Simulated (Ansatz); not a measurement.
Born–Oppenheimer molecular dynamics of a periodic cell of 36 atoms, Tl (start crystal Tl, start structure hcp, volume 1.1 times the crystal's). It starts from a structure without forces on its atoms.

Level of theory: Ansatz, DFT PBE, scalar-relativistic, plane waves, PAW. Settings: cutoff 420 eV, k mesh 1x1x1, fermi-dirac smearing 0.11 eV, no spin polarisation.

* ensemble: NVT, Langevin thermostat
* time step: 4.5 fs
* steps asked: 250
* set temperature: 1300 K
* friction: 0.02 /fs
* seed: 513714

First frame:

```xyz
36
Lattice="10.7151 0.0000 0.0000 -5.3575 9.2795 0.0000 0.0000 0.0000 11.4223" Properties=species:S:1:pos:R:3
Tl 0.000 0.000 0.000
Tl 0.000 2.062 2.856
Tl 0.000 0.000 5.711
Tl 0.000 2.062 8.567
Tl -1.786 3.093 0.000
Tl -1.786 5.155 2.856
Tl -1.786 3.093 5.711
Tl -1.786 5.155 8.567
Tl -3.572 6.186 0.000
Tl -3.572 8.248 2.856
Tl -3.572 6.186 5.711
Tl -3.572 8.248 8.567
Tl 3.572 0.000 0.000
Tl 3.572 2.062 2.856
Tl 3.572 0.000 5.711
Tl 3.572 2.062 8.567
Tl 1.786 3.093 0.000
Tl 1.786 5.155 2.856
Tl 1.786 3.093 5.711
Tl 1.786 5.155 8.567
Tl 0.000 6.186 0.000
Tl 0.000 8.248 2.856
Tl 0.000 6.186 5.711
Tl 0.000 8.248 8.567
Tl 7.143 0.000 0.000
Tl 7.143 2.062 2.856
Tl 7.143 0.000 5.711
Tl 7.143 2.062 8.567
Tl 5.357 3.093 0.000
Tl 5.357 5.155 2.856
Tl 5.357 3.093 5.711
Tl 5.357 5.155 8.567
Tl 3.572 6.186 0.000
Tl 3.572 8.248 2.856
Tl 3.572 6.186 5.711
Tl 3.572 8.248 8.567
```

(1) What does the run give?

(2) What happens to the structure?

(3) How do temperature and energy run in time?

## Answers

(1) The run went to its last step.

```json
{
 "steps done": "250",
 "time covered": "1125 fs",
 "mean temperature over the second half": "1331 K",
 "spread of the potential energy over the second half": "9.9 meV per atom",
 "mean potential energy of the second half above the start": "-66.8 meV per atom"
}
```

A run of 1.1 ps of so small a system gives no equilibrium averages. Limits of this set-up: coarse k mesh.

(2) Mean squared displacements from the first frame to the last, about the centre of mass: Tl 0.80 Å². This is one draw of velocities; another would differ in detail.

(3) 
```csv
time (fs),T (K),potential energy less start (eV)
0,1264,0.000
54,1555,-0.584
108,1249,-0.937
162,1179,-1.078
216,1310,-0.437
270,1433,-0.886
324,1732,-0.139
378,1182,-0.296
432,1348,-1.282
486,1282,-1.940
540,1656,-2.134
594,1173,-2.209
648,1291,-2.194
702,1188,-2.474
756,1414,-2.503
810,1058,-2.282
864,1307,-1.616
918,1622,-2.516
972,1388,-2.988
1026,1318,-2.718
1080,1045,-2.661
```

Time of the run: 11 min on 4 threads of Intel(R) Xeon(R) 6975P-C (Granite Rapids) (shared host), peak memory 1.4 GiB.
